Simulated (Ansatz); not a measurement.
**C₂H₆ClNSi: one species, many methods**

An exercise on one series of results from a longer session: the logs are not shown, and one member is left open.

Program: Ansatz 0.2.0, Gaussian basis. Level of theory: functionals in def2-TZVPP, the program's frozen cores in correlated methods. These are calculated values, not measurements.

Plan: PBE-D4, r2SCAN-D4, PBE0-D4, B3LYP-D4, ωB97X-V, ωB97M-V, B2PLYP; CCSD(T)/def2-TZVPP; MP2/def2-QZVPP; extrapolation to the limit.

## The relaxed structure

All runs share one geometry, relaxed beforehand with PBE0-D4 in a triple-zeta def2 set.

SMILES `C=N[SiH](C)Cl`, 11 atoms, charge 0, spin multiplicity 1.

Atoms are counted from 1 here; the program's logs count them from 0.

Bond lengths: C1–N2 1.256 Å, C1–H6 1.096 Å, C1–H7 1.100 Å, N2–Si3 1.727 Å, Si3–C4 1.851 Å, Si3–Cl5 2.075 Å, Si3–H8 1.480 Å, C4–H9 1.092 Å, C4–H10 1.093 Å, C4–H11 1.092 Å. Angles: N2–C1–H6 120.2°, N2–C1–H7 123.8°, H6–C1–H7 116.0°, C1–N2–Si3 127.7°, N2–Si3–C4 109.3°, N2–Si3–Cl5 111.7°, N2–Si3–H8 107.3°, C4–Si3–Cl5 108.9°, C4–Si3–H8 112.9°, Cl5–Si3–H8 106.7°, Si3–C4–H9 110.6°, Si3–C4–H10 109.9°, Si3–C4–H11 110.5°, H9–C4–H10 108.8°, H9–C4–H11 108.5°, H10–C4–H11 108.5°.

Coordinates:

```
atom    x (Å)    y (Å)    z (Å)
  C1  -1.0218   1.9469  -0.1838
  N2  -0.5297   0.9267  -0.7277
 Si3   0.7417  -0.0784  -0.1316
  C4   0.1172  -1.8107   0.0563
 Cl5   1.4469   0.5854   1.7034
  H6  -1.8350   2.4942  -0.6740
  H7  -0.6846   2.3475   0.7835
  H8   1.8687   0.0275  -1.0844
  H9   0.9173  -2.4730   0.3929
 H10  -0.2619  -2.1752  -0.9014
 H11  -0.6933  -1.8480   0.7873
```

Set-up of the first run:

Contents of in.yaml:

```yaml
crystal:
  periodic: [false, false, false]
  atoms:
    - {symbol: C, position_ang: [-1.021779, 1.946881, -0.183763]}
    - {symbol: N, position_ang: [-0.529739, 0.926710, -0.727703]}
    - {symbol: Si, position_ang: [0.741724, -0.078434, -0.131582]}
    - {symbol: C, position_ang: [0.117154, -1.810681, 0.056298]}
    - {symbol: Cl, position_ang: [1.446896, 0.585431, 1.703437]}
    - {symbol: H, position_ang: [-1.834953, 2.494196, -0.673979]}
    - {symbol: H, position_ang: [-0.684648, 2.347539, 0.783479]}
    - {symbol: H, position_ang: [1.868720, 0.027480, -1.084399]}
    - {symbol: H, position_ang: [0.917311, -2.473007, 0.392888]}
    - {symbol: H, position_ang: [-0.261936, -2.175188, -0.901382]}
    - {symbol: H, position_ang: [-0.693349, -1.848028, 0.787306]}
basis:
  gaussian: {orbitals: def2-TZVPP}
hamiltonian: {xc: pbe, dispersion: d4}
output: {forces: true, orbitals: {seedname: orbitals}}
```

Command:

```console
$ ansatz run in.yaml --threads 4 --pin off --events-out ev --progress --plain --max-ram 10444MiB
```

Steps of the session up to this table: PBE-D4 (GGA); r2SCAN-D4 (meta-GGA); PBE0-D4 (hybrid); B3LYP-D4 (hybrid); ωB97X-V (range-separated); ωB97M-V (range-separated); B2PLYP (double hybrid); CCSD(T) in def2-TZVPP; MP2 in def2-QZVPP.

One table of the session follows, with a row left open; its other results are not shown here.

It belongs to the step «Atomisation energies». 

```
            method  atomisation energy (eV)
            PBE-D4                   43.477
         r2SCAN-D4                   42.729
           PBE0-D4                   42.775
          B3LYP-D4                   42.743
           ωB97X-V                   42.871
           ωB97M-V                   42.902
            B2PLYP                        ?
     HF/def2-TZVPP                   31.167
    MP2/def2-TZVPP                   42.117
   CCSD/def2-TZVPP                   40.824
CCSD(T)/def2-TZVPP                   41.478
           MP2/CBS                   43.314
       CCSD(T)/CBS                   42.675
```

Estimate the missing values for B2PLYP.

**Answer.** atomisation energy (eV): 42.242. In the column «atomisation energy (eV)» it lies between MP2/def2-TZVPP (42.117) and CCSD(T)/CBS (42.675).
